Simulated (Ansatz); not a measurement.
# Ca3O: the cost of one run

Program: Ansatz 0.2.0. Level of theory: DFT PBE, scalar-relativistic, plane waves, PAW. These are calculated values, not measurements.

3 further runs of the same task are left out: 3 set aside as unsound or not needed.

### 1 The starting structure

Symmetry: I4/mmm, No. 139, tetragonal system. Conventional cell: a = 4.360 Å, b = 4.360 Å, c = 9.740 Å, α = 90.00°, β = 90.00°, γ = 90.00°. Around Ca (site symmetry 4/mmm) lie 4 O at 3.08 Å and 8 Ca at 3.27 Å. Around Ca (site symmetry -4m2) lie 8 Ca at 3.08 to 3.27 Å and 4 O at 3.27 Å. O (site symmetry 4/mmm) is surrounded by 12 Ca at 3.08 to 3.27 Å.

As a file:

```
CELL_PARAMETERS angstrom
-2.18009 2.18009 4.86981
2.18009 -2.18009 4.86981
2.18009 2.18009 -4.86981
ATOMIC_POSITIONS crystal
Ca 0.50000 0.50000 0.00000
Ca 0.25000 0.75000 0.50000
Ca 0.75000 0.25000 0.50000
O 0.00000 0.00000 0.00000
```

(A quick probe on a coarse mesh, which set the mesh and smearing, is not shown.)

### 3 A loose first relaxation

Contents of input.yaml:

```yaml
crystal:
  lattice:
    - [-2.1800883744, 2.1800883744, 4.8698077973]
    - [2.1800883744, -2.1800883744, 4.8698077973]
    - [2.1800883744, 2.1800883744, -4.8698077973]
  atoms:
    - { symbol: Ca, position: [0.5, 0.5, 0.0] }
    - { symbol: Ca, position: [0.25, 0.75, 0.5] }
    - { symbol: Ca, position: [0.75, 0.25, 0.5] }
    - { symbol: O, position: [0.0, 0.0, 0.0] }
basis:
  ecutwfc: 420
kpoints:
  mp_grid: { grid: [6, 6, 6] }
hamiltonian:
  xc: pbe
scf:
  occupations: { method: gaussian, width: 0.1 }
  lower_state_search: "off"
output:
  forces: true
  stress: true
  eigenvalues: true
relax:
  adjacent_minimum: "off"
  f_tol: 0.04
  max_steps: 70
  cell: { stress_tol: 0.4 }
```

Started as:

```bash
> ansatz run input.yaml --threads 1 --pin off --max-ram 2560MiB --backend cpu --events-out ev --progress --plain --runs-dir out
```

**Question.** How long does this run take on 1 thread of Arm Neoverse V2, shared host, and how much memory does it need?

About 33 s, with a peak of 0.4 GiB.
